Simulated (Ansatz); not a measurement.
# CHGeP: the cost of one run

The runs use Ansatz 0.2.0, Gaussian basis; cc-pVTZ, core rule «outside noble gas», up to 20 orbitals frozen.

To be run: UHF; CCSD(T) on ROHF; CCSD(T) on UHF; BCCD(T) on ROHF; CCSDT(Q) on ROHF; CCSDT(Q) on UHF.

4 further runs of the same task are left out: 4 set aside as unsound or not needed. Runs told in other sessions of the task aren't counted.

### 1 The geometry

The geometry is a PBE0/def2-TZVP stationary point (not a proven minimum) of the parent state, kept for this charge and spin. No spin-orbit coupling is included. The filled d shell of Ge may be among the frozen orbitals whatever the setting's name suggests.

4 atoms, charge 1, spin multiplicity 2.

Atoms are counted from 1 here; the program's logs count them from 0.

Bond lengths: Ge1–C2 1.781 Å, C2–P3 1.638 Å, P3–H4 1.442 Å. Angles: Ge1–C2–P3 169.9°, C2–P3–H4 100.5°.

### 2 UHF

Contents of in.yaml:

```yaml
crystal:
  periodic: [false, false, false]
  atoms:
    - {symbol: Ge, position_ang: [0.000025, -0.311263, 2.256076]}
    - {symbol: C, position_ang: [-0.000208, -0.218751, 0.477203]}
    - {symbol: P, position_ang: [0.000039, -0.421831, -1.147945]}
    - {symbol: H, position_ang: [0.000144, 0.951846, -1.585334]}
basis:
  gaussian: {orbitals: cc-pVTZ}
total_charge: 1
magnetization: {spin_polarized: true, initial_magnetization: 1}
hamiltonian: {xc: hf}
output: {orbitals: {seedname: orbitals}}
```

Run with:

```bash
> ansatz run in.yaml --threads 1 --pin off --events-out ev --progress --plain --max-ram 4096MiB --backend cpu
```

Q: Estimate wall time and peak memory on 1 thread of AMD EPYC 7R13, shared host.

About 23 s, with a peak of 0.47 GiB.
